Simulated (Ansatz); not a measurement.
# CdTe5: the cost of one run

Computed with Ansatz 0.2.0 (DFT PBE, scalar-relativistic, plane waves, PAW, unless a step's input says otherwise).

2 further runs of the same task are left out: 2 that didn't finish.

## Step 1: The starting structure

Symmetry: P6/mmm, No. 191, hexagonal system. The conventional cell has a = 6.150 Å, b = 6.150 Å, c = 6.580 Å, α = 90.00°, β = 90.00°, γ = 120.00°. Around Cd (site symmetry 6/mmm) lie 6 Te at 3.08 Å. Te (site symmetry mmm) has 2 Cd at 3.08 Å and 4 Te at 3.08 Å as nearest neighbours. Around Te (site symmetry -6m2) lie 9 Te at 3.55 to 3.74 Å.

Coordinates:

```cif
data_structure
_symmetry_space_group_name_H-M 'P6/mmm'
_symmetry_Int_Tables_number 191
_cell_length_a 6.1502
_cell_length_b 6.1502
_cell_length_c 6.5802
_cell_angle_alpha 90.000
_cell_angle_beta 90.000
_cell_angle_gamma 120.000
_cell_volume 215.55
loop_
_atom_site_label
_atom_site_type_symbol
_atom_site_symmetry_multiplicity
_atom_site_Wyckoff_symbol
_atom_site_fract_x
_atom_site_fract_y
_atom_site_fract_z
_atom_site_occupancy
Cd1 Cd 1 b 0.00000 0.00000 0.50000 1
Te1 Te 3 g 0.50000 0.00000 0.50000 1
Te2 Te 2 c 0.33333 0.66667 0.00000 1
```

A structure generator made this guess: random cell by space group and Wyckoff sites (P6/mmm, No. 191). Its size is a rough estimate.

## Step 2: The guess as it stands, on a coarse mesh

Input file input.yaml:

```yaml
crystal:
  lattice:
    - [6.15021345, 0.0, 0.0]
    - [-3.07510673, 5.32624109, 0.0]
    - [0.0, 0.0, 6.58021286]
  atoms:
    - { symbol: Cd, position: [0.0, 0.0, 0.5] }
    - { symbol: Te, position: [0.5, 0.0, 0.5] }
    - { symbol: Te, position: [0.0, 0.5, 0.5] }
    - { symbol: Te, position: [0.5, 0.5, 0.5] }
    - { symbol: Te, position: [0.33333333, 0.66666667, 0.0] }
    - { symbol: Te, position: [0.66666667, 0.33333333, 0.0] }
basis:
  ecutwfc: 420
kpoints:
  mp_grid: { grid: [3, 3, 4] }
hamiltonian:
  xc: pbe
scf:
  occupations: { method: gaussian, width: 0.1 }
  lower_state_search: "off"
output:
  forces: true
  stress: true
  eigenvalues: true
```

Started as:

```bash
$ ansatz run input.yaml --threads 1 --pin off --max-ram 2560MiB --backend cpu --events-out ev --progress --plain --runs-dir out
```

What time and memory should one allow on 1 thread of Intel Xeon 6975P-C (Granite Rapids), shared host?

About 3.1 s, with a peak of 0.53 GiB.
